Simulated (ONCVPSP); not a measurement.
**Pseudopotential generation for gallium: ONCV, LDA (Perdew-Wang 92)**

Task: generate the file, and judge it by its errors in other configurations, its logarithmic derivatives, its ghosts and its cutoff.

Method: ONCVPSP 4.0.1.1 (patched build), LDA (Perdew-Wang 92), scalar-relativistic.

**1. The atom and the settings**

The settings as typed:

```json
{"element": "gallium (Ga, Z = 31)", "type": "optimised norm-conserving Vanderbilt (ONCV)", "frozen core": "[Ar]", "valence charge": "13", "reference configuration": "3d10 4s1 (charge +2)", "partial waves": "4s: rc 1.45 bohr, ncon 4, nbas 9, qcut 5.1 1/bohr, 2 projectors, debl 1.7 Ha; p scattering state at 0.02 Ha: rc 1.55 bohr, ncon 4, nbas 9, qcut 5.8 1/bohr, 1 projector; 3d: rc 1.15 bohr, ncon 4, nbas 8, qcut 10.8 1/bohr, 1 projector", "local potential": "polynomial inside 0.85 bohr (lpopt 5, dvloc0 1 Ha)", "core correction": "not asked for"}
```

The outer shells as boxes (Hund's rule for the drawing; the calculation is spin-unpolarised):

```
[Ar] core
3d [↑↓][↑↓][↑↓][↑↓][↑↓]
4s [↑ ]
```

The nodes and maxima of the atom's own shells, from an earlier all-electron run, set the scale for the radii.

All-electron outer shells of the reference configuration (LDA (PZ), scalar-relativistic, ld1.x):

```
shell  level (eV)  outermost node (bohr)  outermost maximum (bohr)
   3p     -119.13                   0.24                      0.56
   3d      -39.74                      –                      0.53
   4s      -26.48                   0.80                      1.78
   4p      -18.04                   0.86                      2.10
```

**2. Generating the potential**

Ga.dat reads:

```
# ATOM AND REFERENCE CONFIGURATION
# atsym  z   nc   nv     iexc    psfile
  Ga 31.00    5    2  -001012      upf
#
#   n    l    f
    1    0    2.00
    2    0    2.00
    2    1    6.00
    3    0    2.00
    3    1    6.00
    3    2   10.00
    4    0    1.00
#
# PSEUDOPOTENTIAL AND OPTIMIZATION
# lmax
    2
#
#   l,   rc,      ep,       ncon, nbas, qcut
    0    1.45    0.00    4    9    5.10
    1    1.55    0.02    4    9    5.80
    2    1.15    0.00    4    8   10.80
#
# LOCAL POTENTIAL
# lloc, lpopt,  rc(5),   dvloc0
    4    5    0.85    1.00
#
# VANDERBILT-KLEINMAN-BYLANDER PROJECTORs
# l, nproj, debl
    0    2    1.70
    1    1    2.00
    2    1    2.80
#
# MODEL CORE CHARGE
# icmod, fcfact, rcfact
    0    0.00    0.00
#
# LOG DERIVATIVE ANALYSIS
# epsh1, epsh2, depsh
   -3.00    5.00    0.02
#
# OUTPUT GRID
# rlmax, drl
    6.00    0.01
#
# TEST CONFIGURATIONS
# ncnf
    4
# nvcnf
#   n    l    f
    3
    3    2   10.00
    4    0    2.00
    4    1    1.00
#
    2
    3    2   10.00
    4    0    2.00
#
    2
    3    2   10.00
    4    0    0.00
#
    3
    3    2   10.00
    4    0    0.00
    4    1    3.00
#
```

Started as:

```sh
$ oncvpsp.x < Ga.dat > Ga.out
```

Before running it: what results should come out? Wanted: cutoffs for 1 and 0.1 mHa per electron, occupied waves; bound ghosts; GHOST(+) flags; largest test error; largest phase difference near zero energy, channels read; projector energies reset by the program.

**Answer**, as computed:

```
                                                quantity                                     value
  cutoffs for 1 and 0.1 mHa per electron, occupied waves                          82 Ha and 178 Ha
                                            bound ghosts                           s at -128.56 eV
                                          GHOST(+) flags                    s at 547 eV, p at 8 eV
                            largest test error (AE − PS)  +12 meV, for 3d10 4s0 (2 tests unsolved)
largest phase difference near zero energy, channels read                                 0.922 rad
                 projector energies reset by the program                               p: 0.050 Ha
```

It has a bound ghost (s), a state that the atom doesn't have, and that rules the file out. By total energies transferability is good where solved: the largest error is 12 meV on 31.6 eV, for 3d10 4s0. Atomic tests can pass in spite of a ghost, since they solve only for the levels asked. Of the tests 2 gave no usable energy difference, which is a warning in itself. The potential is very hard: the looser tolerance needs 82 Ha. At the looser tolerance the 3d wave is the slowest; 4s needs 9 Ha. Of the channels read, p scatters worst near zero energy, by up to 0.92 rad. The pseudo curves have a pole with no partner nearby in the atom's: p at 0.31 Ha. At positive energy that is a spurious or a displaced resonance. The program also flags highly localised states, GHOST(+) (s, p). These are tests on the free atom; a crystal test is still owed.
